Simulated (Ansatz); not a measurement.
# AsBFH5Si: the cost of one run

All numbers are computed with the Python package of Ansatz 0.2.0. Level of theory: Hartree-Fock/def2-SVPD.

### 1 The structure

Bond lengths: B1–Si2 1.891 Å, Si2–F3 1.656 Å, Si2–As4 2.299 Å, B1–H5 1.246 Å, B1–H6 1.159 Å, Si2–H7 1.471 Å, As4–H8 1.599 Å, As4–H9 1.625 Å. Angles: B1–Si2–F3 108.3°, B1–Si2–As4 110.6°, B1–Si2–H7 111.7°, F3–Si2–As4 108.2°, F3–Si2–H7 108.3°, As4–Si2–H7 109.7°, Si2–B1–H5 118.6°, Si2–B1–H6 125.0°, H5–B1–H6 116.3°, Si2–As4–H8 90.2°, Si2–As4–H9 91.2°, H8–As4–H9 90.5°.

No structure file is read: the coordinates are typed or built in the script.

### 2 Script

Contents of asbfh5si_field.py:

```python
"""Dipole of AsBFH5Si in the field of point charges."""

from dataclasses import dataclass

import ansatz as az
from ase import Atoms
import numpy as np


@dataclass
class Settings:
    basis_set: str = "def2-SVPD"
    xc: str = "hf"


opts = Settings()


def main() -> None:
    atoms = Atoms(["B", "Si", "F", "As", "H", "H", "H", "H", "H"], positions=[
        (-0.7131, 1.0252, 0.6664),
        (0.735, 0.3671, -0.3564),
        (2.1296, 0.6103, 0.5019),
        (0.5034, -1.8897, -0.7277),
        (-1.4312, 1.9195, 0.1789),
        (-1.0093, 0.6465, 1.7211),
        (0.8558, 1.0709, -1.6421),
        (-1.0174, -1.6672, -1.1696),
        (0.0357, -2.1288, 0.8104),
    ])
    asbfh5si = az.Crystal.molecule_from_ase(atoms)

    model = (
        asbfh5si.calculation()
        .basis(gaussian=opts.basis_set)
        .functional(opts.xc)
        .forces()
    )
    # charges +q and -q at -R and +R make a nearly even field 2 k q / R^2 at the centre
    centre = np.mean([site.position_ang for site in asbfh5si.cartesian_sites], axis=0)
    field = 2 * 14.399645 * 3.0 / 25.0 ** 2


    def dipole(axis, sign):
        arm = 25.0 * np.eye(3)[axis]
        pair = [{"charge": sign * 3.0, "position_ang": (centre - arm).tolist()}, {"charge": -sign * 3.0, "position_ang": (centre + arm).tolist()}]
        deck = model.input().set(az.key.basis.gaussian.point_charges, pair)
        return np.array(az.Session.from_dict(deck).plan().execute().report["charge_distribution"]["dipole_moment_e_ang"])


    print(f"field {field:.4f} V/A")
    alpha = np.array([(dipole(axis, 1) - dipole(axis, -1)) / (2 * field) * 14.399645 for axis in range(3)])
    print("polarisability tensor (A^3)")
    print(np.array2string(alpha, precision=3, suppress_small=True))
    print(f"mean {np.trace(alpha) / 3:.3f} A^3 = {np.trace(alpha) / 3 / 0.14818471:.2f} bohr^3")


if __name__ == "__main__":
    main()
```

### 3 The input behind the calls

The package turns the script's settings into the engine's input (first run):

```yaml
crystal:
  periodic: [false, false, false]
  atoms:
    - { symbol: B, position_ang: [-0.7131, 1.0252, 0.6664] }
    - { symbol: Si, position_ang: [0.735, 0.3671, -0.3564] }
    - { symbol: F, position_ang: [2.1296, 0.6103, 0.5019] }
    - { symbol: As, position_ang: [0.5034, -1.8897, -0.7277] }
    - { symbol: H, position_ang: [-1.4312, 1.9195, 0.1789] }
    - { symbol: H, position_ang: [-1.0093, 0.6465, 1.7211] }
    - { symbol: H, position_ang: [0.8558, 1.0709, -1.6421] }
    - { symbol: H, position_ang: [-1.0174, -1.6672, -1.1696] }
    - { symbol: H, position_ang: [0.0357, -2.1288, 0.8104] }
basis:
  gaussian:
    orbitals: def2-SVPD
    point_charges:
      - { charge: 3.0, position_ang: [-24.990166666666667, -0.005133333333333311, -0.0018999999999999634] }
      - { charge: -3.0, position_ang: [25.009833333333333, -0.005133333333333311, -0.0018999999999999634] }
hamiltonian:
  xc: hf
output:
  forces: true
```

### 4 Running it

The run is started by

```
python asbfh5si_field.py
```

Q: Estimate wall time and peak memory on 1 thread of Intel Xeon Platinum 8488C (Sapphire Rapids), shared host.

About 36 s, with a peak of 0.42 GiB.
